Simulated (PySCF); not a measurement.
# Solver options tried on RbSi⁺

The same problem is solved with other solver options, one edit a run.

The runs use PySCF 2.14.0; each script names its method and basis.

3 further runs of the same task are left out: 3 that didn't finish.

### 1 The starting structure

RbSi⁺: 2 atoms, charge 1, spin multiplicity 1.

Bond lengths: Rb1–Si2 2.947 Å.

### 2 Base script

input.py reads:

```python
from pyscf import gto, scf, mp

mol = gto.M(
    atom='Rb 0 0 0; Si 0 0 2.947',
    basis='def2-svp',
    ecp={'Rb': 'def2-svp'},
    charge=1,
    spin=0,
    verbose=4,
)
mf = scf.RHF(mol)
mf.kernel()
mp.MP2(mf, frozen=5).kernel()
mf.dip_moment()
print('orbital energies (hartree):', mf.mo_energy[..., max(0, mol.nelec[1]-3):mol.nelec[0]+3].round(4))
```

The run is started by

```bash
python input.py
```

Its log is not repeated here.

It gives: E(SCF) = -312.334551 Eh, 9 cycles, E(MP2) − E(SCF) = -0.10597 Eh.

The bond length is a typed value, not an optimised one. The dipole of an ion depends on the origin.

### 3 Initial guess 1e

Run 1 changes initial guess: minao → 1e.

input.py reads:

```python
from pyscf import gto, scf, mp

mol = gto.M(
    atom='Rb 0 0 0; Si 0 0 2.947',
    basis='def2-svp',
    ecp={'Rb': 'def2-svp'},
    charge=1,
    spin=0,
    verbose=4,
)
mf = scf.RHF(mol)
mf.init_guess = '1e'
mf.kernel()
mp.MP2(mf, frozen=5).kernel()
mf.dip_moment()
print('orbital energies (hartree):', mf.mo_energy[..., max(0, mol.nelec[1]-3):mol.nelec[0]+3].round(4))
```

The run is started by

```bash
python input.py
```

### 4 Initial guess chk

Run 2 changes initial guess: minao → chk.

Changes to input.py since step 2:

```diff
@@ -11,2 +11,3 @@
 mf = scf.RHF(mol)
+mf.init_guess = 'chk'
 mf.kernel()
```

### 5 DIIS space 4

Run 3 changes DIIS space: default → 4.

Changes to input.py since step 2:

```diff
@@ -11,2 +11,3 @@
 mf = scf.RHF(mol)
+mf.diis_space = 4
 mf.kernel()
```

### 6 Cycle limit 200

Run 4 changes cycle limit: 50 → 200.

Changes to input.py since step 2:

```diff
@@ -11,2 +11,3 @@
 mf = scf.RHF(mol)
+mf.max_cycle = 200
 mf.kernel()
```

### 7 Point-group symmetry on

Run 5 changes point-group symmetry: off → on.

Changes to input.py since step 2:

```diff
@@ -8,2 +8,3 @@
     spin=0,
+    symmetry=True,
     verbose=4,
```

What does the calculation give? Wanted: for each run, E(SCF); from base; gap; after the SCF.

As calculated:

```
                    run  E(SCF) (hartree)  from base (eV)  cycles  gap (eV)                           after the SCF
                   base       -312.334551               0       9      6.69  MP2 correlation -2.884 eV, core frozen
       initial guess 1e       -312.332431         +0.0577      10      6.62  MP2 correlation -2.816 eV, core frozen
      initial guess chk       -312.334551          0.0000       9      6.69  MP2 correlation -2.884 eV, core frozen
           DIIS space 4       -312.334551          0.0000       9      6.69  MP2 correlation -2.884 eV, core frozen
        cycle limit 200       -312.334551          0.0000       9      6.69  MP2 correlation -2.884 eV, core frozen
point-group symmetry on       -312.334551          0.0000       9      6.69  MP2 correlation -2.884 eV, core frozen
```

Distance from each run's final energy (log10 hartree) by cycle:

```
                    run  cycle 1  cycle 2  cycle 3  cycle 5  cycle 8  cycle 12
                   base     -0.9     -2.0     -2.8     -5.1     -9.7      done
       initial guess 1e      0.8      1.2     -1.1     -4.1     -7.6      done
      initial guess chk     -0.9     -2.0     -2.8     -5.1     -9.7      done
           DIIS space 4     -0.9     -2.0     -2.8     -5.1     -9.4      done
        cycle limit 200     -0.9     -2.0     -2.8     -5.1     -9.7      done
point-group symmetry on     -0.9     -2.0     -2.8     -5.1     -9.7      done
```

The SCF energy stays the same, to the digits that matter, with initial guess chk or DIIS space 4 or cycle limit 200 or point-group symmetry on. PySCF falls back to minao for a guess that it doesn't know or can't read, so that run repeats the base. With initial guess 1e the SCF ends in another solution, 0.06 eV higher: the path to self-consistency decides the state here. With initial guess chk, DIIS space 4, cycle limit 200, point-group symmetry on the path hardly changes: 9 cycles against 9.
